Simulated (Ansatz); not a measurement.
# Mo: the cost of one run

Program: Ansatz 0.2.0. Level of theory: DFT r2SCAN, scalar-relativistic, plane waves, PAW. These are calculated values, not measurements.

## (1) The starting structure

It takes space group P6/mmm (No. 191, hexagonal). The conventional cell has a = 2.736 Å, b = 2.736 Å, c = 2.555 Å, α = 90.00°, β = 90.00°, γ = 120.00°. Around Mo (site symmetry 6/mmm) lie 8 Mo at 2.56 to 2.74 Å.

Structure file:

```cif
data_structure
_symmetry_space_group_name_H-M 'P 1'
_symmetry_Int_Tables_number 1
_cell_length_a 2.7355
_cell_length_b 2.7355
_cell_length_c 2.5552
_cell_angle_alpha 90.000
_cell_angle_beta 90.000
_cell_angle_gamma 120.000
_cell_volume 16.56
loop_
_atom_site_label
_atom_site_type_symbol
_atom_site_fract_x
_atom_site_fract_y
_atom_site_fract_z
_atom_site_occupancy
Mo1 Mo 0.00000 0.00000 0.50000 1
```

It goes back to an entry of the Materials Project, which need not be the stable form.

No relaxation comes first: the listed cell is the starting point.

## (2) The reference cell

The reference gives a free energy of -4966.6694 eV, pressure 0.53 GPa, largest force 0.000 eV/Å and gap on the mesh none (metal). It was computed beforehand with the settings of the runs below.

## (3) Setting up a strain scan

The cell is strained by ε times the Voigt pattern (1, 0, 0, 0, 0, 0) (xx, yy, zz, yz, xz, xy; engineering shear), with fractional coordinates fixed (clamped ions). The stress on the pattern is the sum of the stress components weighted by it, tension positive.

## (4) Point ε = -0.0400

Input file input.yaml:

```yaml
crystal:
  lattice:
    - [2.6260899813, 0.0, 0.0]
    - [-1.3130449907, 2.3690214963, 0.0]
    - [0.0, 0.0, 2.5551807]
  atoms:
    - { symbol: Mo, position: [0.0, 0.0, 0.5] }
basis:
  ecutwfc: 500
kpoints:
  mp_grid: { grid: [18, 18, 18] }
hamiltonian:
  xc: r2scan
scf:
  occupations: { method: gaussian, width: 0.15 }
output:
  forces: true
  stress: true
  eigenvalues: true
```

Started as:

```
$ ansatz run input.yaml --threads 1 --pin off --max-ram 2560MiB --backend cpu --events-out ev --progress --plain --runs-dir out
```

What time and memory should one allow on 1 thread of Intel Xeon at 2.50GHz (Skylake/Cascade Lake), shared host?

About 35 s, with a peak of 0.52 GiB.
